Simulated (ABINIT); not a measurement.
Write the native input for ABINIT 10.8.3 (patched build) that does the following.

- Task: equation of state
- Functional: PBE
- Potentials or basis: JTH PAW PBE v2.0
- Cutoff: 599 eV
- k mesh: 8 × 8 × 8
- Occupations: fermi-dirac, width 0.05 eV
- Spin: no spin polarisation
- Fine-grid cutoff: 1197.3 eV

GaGe:

```
Ge Ga
1.0
     0.00000    2.89784    2.89784
     2.89784    0.00000    2.89784
     2.89784    2.89784    0.00000
Ge Ga
1 1
Direct
  0.00000 0.00000 0.00000
  0.25000 0.25000 0.25000
```

The cell comes from a database or a generator and needn't be the stable form of this composition.

One way to write it, as run:

run.abi

```
# Datasets: one volume each
ndtset 7
getwfk -1
scalecart1 3*0.9795861087
scalecart2 3*0.9864848297
scalecart3 3*0.9932883884
scalecart4 3*1.0000000000
scalecart5 3*1.0066227096
scalecart6 3*1.0131594038
scalecart7 3*1.0196128224

# Pseudopotentials
pp_dirpath "./"
pseudos "Ge.GGA_PBE-JTH.xml, Ga.GGA_PBE-JTH.xml"

# Structure
acell 3*1.0 Angstrom
rprim
     0.0000000000     2.8978440000     2.8978440000
     2.8978440000     0.0000000000     2.8978440000
     2.8978440000     2.8978440000     0.0000000000
ntypat 2
znucl 32 31
natom 2
typat 1 2
xred
     0.0000000000     0.0000000000     0.0000000000
     0.2500000000     0.2500000000     0.2500000000

# Plane-wave basis
ecut 598.650497 eV
pawecutdg 44.0
pawxcdev 0

# k points
kptopt 1
ngkpt 8 8 8
nshiftk 1
shiftk 0.0 0.0 0.0

# Exchange and correlation
ixc 11

# Bands and occupations
nband 18
occopt 3
tsmear 0.05 eV

# SCF cycle
nstep 100
tolvrs 1.0e-9

# Output
iomode 3
prtwf 1
prtden 0
prteig 0
prtebands 0
enunit 1
```

Potentials or basis: JTH PAW PBE v2.0.

The run is started by

```sh
$ abinit run.abi > log 2>&1
```

It gave:

```
Equilibrium volume                      : 24.49 Å³/atom
Bulk modulus                            : 48 GPa
Pressure derivative of the bulk modulus : 4.8
```

Caveat: pressures at fixed basis lie under the slope of the energies.

It took 3.7 min on 1 thread of Arm Neoverse V1, with other jobs on the host, peak memory 0.17 GiB.
